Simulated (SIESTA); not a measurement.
Write the native input for SIESTA 5.4.2 that does the following.

```
Task                : single point
Functional          : PBE
Potentials or basis : PseudoDojo 0.4 standard (PBE files)
Basis               : DZP (energy shift 0.003 Ry; two zetas on semicore shells)
Grid cutoff         : 800 Ry
Energy shift        : 0.003 Ry
k mesh              : 7 × 7 × 7
Occupations         : fermi-dirac, width 0.05 eV
Spin                : collinear spin, ferromagnetic start
Starting moments    : [4.0, 4.0, 0.0, 0.0, 0.0, 0.0, 0.0, 0.0] μB
```

MnO3:

```
Mn O
1.0
    -2.84454    3.13817    2.60640
     2.84454   -3.13817    2.60640
     2.84454    3.13817   -2.60640
Mn O
2 6
Direct
  0.00000 0.00000 0.00000
  0.50000 0.00000 0.50000
  0.89067 0.50000 0.89067
  0.10933 0.00000 0.60933
  0.89067 0.00000 0.39067
  0.10933 0.50000 0.10933
  0.43395 0.18395 0.25000
  0.56605 0.81605 0.75000
```

The cell comes from a database or a generator and needn't be the stable form of this composition.

The input as run:

MnO3.fdf

```
SystemName                      MnO3
SystemLabel                     MnO3
NumberOfSpecies                 2
NumberOfAtoms                   8
%block ChemicalSpeciesLabel
  1  25 Mn
  2   8 O
%endblock ChemicalSpeciesLabel

LatticeConstant                 1.0 Ang
%block LatticeVectors
    -2.8445430000     3.1381730000     2.6064000000
     2.8445430000    -3.1381730000     2.6064000000
     2.8445430000     3.1381730000    -2.6064000000
%endblock LatticeVectors
AtomicCoordinatesFormat         Fractional
%block AtomicCoordinatesAndAtomicSpecies
     0.0000000000     0.0000000000     0.0000000000  1  Mn
     0.5000000000     0.0000000000     0.5000000000  1  Mn
     0.8906730000     0.5000000000     0.8906730000  2  O
     0.1093270000     0.0000000000     0.6093270000  2  O
     0.8906730000     0.0000000000     0.3906730000  2  O
     0.1093270000     0.5000000000     0.1093270000  2  O
     0.4339510000     0.1839510000     0.2500000000  2  O
     0.5660490000     0.8160490000     0.7500000000  2  O
%endblock AtomicCoordinatesAndAtomicSpecies

%block kgrid.MonkhorstPack
    7   0   0  0.0
    0   7   0  0.0
    0   0   7  0.0
%endblock kgrid.MonkhorstPack
XC.Functional                   GGA
XC.Authors                      PBE
PAO.BasisSize                   DZP
PAO.EnergyShift                 0.003 Ry
Mesh.Cutoff                     800 Ry
Spin                            polarized
%block DM.InitSpin
    1   4.000
    2   4.000
    3   0.000
    4   0.000
    5   0.000
    6   0.000
    7   0.000
    8   0.000
%endblock DM.InitSpin
OccupationFunction              FD
ElectronicTemperature           0.05 eV
MaxSCFIterations                200
SCF.MustConverge                false
SCF.Mixer.Method                Pulay
SCF.Mixer.Weight                0.1
SCF.Mixer.History               10
SCF.DM.Tolerance                5.0e-05
SCF.H.Tolerance                 1.0e-03 eV
WriteForces                     true
Charge.Mulliken                 end
%block PAO.Basis
  Mn 5
  n=3 0 2
    2.732 0.000
  n=4 0 2
    7.626 0.000
  n=3 1 2
    3.070 0.000
  n=4 1 1
    7.626
  n=3 2 2
    5.108 0.000
%endblock PAO.Basis
```

Potentials or basis: PseudoDojo 0.4 standard (PBE files), DZP (energy shift 0.003 Ry; two zetas on semicore shells).

The run is started by

```sh
$ siesta < MnO3.fdf > MnO3.out 2>&1
```

Results of the run:

```yaml
Pressure: -6.3 GPa
Largest_force: 0.776 eV/Å
Band_gap_on_the_k_mesh: none (metal or under the smearing width)
Net_moment: 6.00 μB per cell
Site_moments: Mn +3.41; O -0.19, -0.04 μB
```

Caveat: short orbitals over semicore shells can move pressures by several GPa; the basis of atomic orbitals isn't converged, which shifts pressures, moduli and gaps; semilocal functionals often make such compounds metallic where correlation or magnetic order opens a gap, which also shifts bond lengths; only a ferromagnetic start was run, and an antiferromagnetic order may lie lower in energy.

Wall time 3.3 min on 1 thread of Arm Neoverse V2, with other jobs on the host, peak memory 0.4 GiB.
